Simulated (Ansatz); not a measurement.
# C9H20: the cost of one run

Method: one geometry, several basis sets; program: Ansatz 0.2.0, Gaussian basis.

Levels to be run: PBE0-D4/def2-SVP; ωB97M-V/def2-SVP; PBE0-D4/def2-QZVPP; ωB97M-V/def2-QZVPP; the functionals' def2-TZVPP values are taken from earlier runs.

### Step 1. The relaxed structure

An earlier PBE0-D4 in a triple-zeta def2 set relaxation fixed the geometry.

SMILES `CC(C)C(C)C(C)(C)C`, 29 atoms, charge 0, spin multiplicity 1.

Atoms are counted from 1 here; the program's logs count them from 0.

Bond lengths: C1–C2 1.526 Å, C1–H10 1.090 Å, C1–H11 1.093 Å, C1–H12 1.093 Å, C2–C3 1.524 Å, C2–C4 1.548 Å, C2–H13 1.095 Å, C3–H14 1.095 Å, C3–H15 1.093 Å, C3–H16 1.093 Å, C4–C5 1.525 Å, C4–C6 1.554 Å, C4–H17 1.099 Å, C5–H18 1.093 Å, C5–H19 1.090 Å, C5–H20 1.093 Å, C6–C7 1.529 Å, C6–C8 1.527 Å and more. Angles: C2–C1–H10 112.8°, C2–C1–H11 111.4°, C2–C1–H12 109.9°, H10–C1–H11 107.7°, H10–C1–H12 107.6°, H11–C1–H12 107.2°, C1–C2–C3 109.4°, C1–C2–C4 114.8°, C1–C2–H13 107.1°, C3–C2–C4 110.3°, C3–C2–H13 106.9°, C4–C2–H13 107.8°, C2–C3–H14 111.0°, C2–C3–H15 111.3°, C2–C3–H16 111.2°, H14–C3–H15 107.7°, H14–C3–H16 107.4°, H15–C3–H16 108.0° and more.

### Step 2. PBE0-D4 in def2-SVP

in.yaml reads:

```yaml
crystal:
  periodic: [false, false, false]
  atoms:
    - {symbol: C, position_ang: [0.315688, -0.986223, -2.129631]}
    - {symbol: C, position_ang: [-0.113974, -1.255861, -0.690640]}
    - {symbol: C, position_ang: [-1.173666, -2.351056, -0.674247]}
    - {symbol: C, position_ang: [-0.614399, -0.011544, 0.082748]}
    - {symbol: C, position_ang: [-1.425463, 0.915599, -0.815597]}
    - {symbol: C, position_ang: [0.484092, 0.719368, 0.903547]}
    - {symbol: C, position_ang: [-0.101908, 1.972899, 1.553918]}
    - {symbol: C, position_ang: [1.685317, 1.129495, 0.055269]}
    - {symbol: C, position_ang: [0.966321, -0.195112, 2.030237]}
    - {symbol: H, position_ang: [1.047771, -0.182009, -2.208770]}
    - {symbol: H, position_ang: [-0.538332, -0.720955, -2.758006]}
    - {symbol: H, position_ang: [0.764706, -1.885918, -2.558663]}
    - {symbol: H, position_ang: [0.759990, -1.649632, -0.161863]}
    - {symbol: H, position_ang: [-2.100147, -2.008487, -1.146193]}
    - {symbol: H, position_ang: [-1.414255, -2.656293, 0.347227]}
    - {symbol: H, position_ang: [-0.836956, -3.236131, -1.220791]}
    - {symbol: H, position_ang: [-1.311334, -0.390851, 0.842799]}
    - {symbol: H, position_ang: [-2.148832, 0.346289, -1.404349]}
    - {symbol: H, position_ang: [-1.990718, 1.644058, -0.233751]}
    - {symbol: H, position_ang: [-0.795925, 1.465935, -1.519278]}
    - {symbol: H, position_ang: [0.618726, 2.405432, 2.253361]}
    - {symbol: H, position_ang: [-0.346254, 2.740887, 0.817507]}
    - {symbol: H, position_ang: [-1.011690, 1.739341, 2.115445]}
    - {symbol: H, position_ang: [2.217654, 0.261666, -0.339988]}
    - {symbol: H, position_ang: [2.394306, 1.699184, 0.662858]}
    - {symbol: H, position_ang: [1.392492, 1.763450, -0.785492]}
    - {symbol: H, position_ang: [1.721214, 0.313386, 2.636302]}
    - {symbol: H, position_ang: [1.417180, -1.116486, 1.655935]}
    - {symbol: H, position_ang: [0.138386, -0.470443, 2.690107]}
basis:
  gaussian: {orbitals: def2-SVP}
hamiltonian: {xc: pbe0, dispersion: d4}
output: {orbitals: {seedname: orbitals}}
```

The run is started by

```sh
> ansatz run in.yaml --threads 5 --pin off --events-out ev --progress --plain --max-ram 66560MiB --backend cpu
```

**Question.** How long does this run take on 5 threads of AMD EPYC 7R13, shared host, and how much memory does it need?

About 6 s, with a peak of 0.96 GiB.
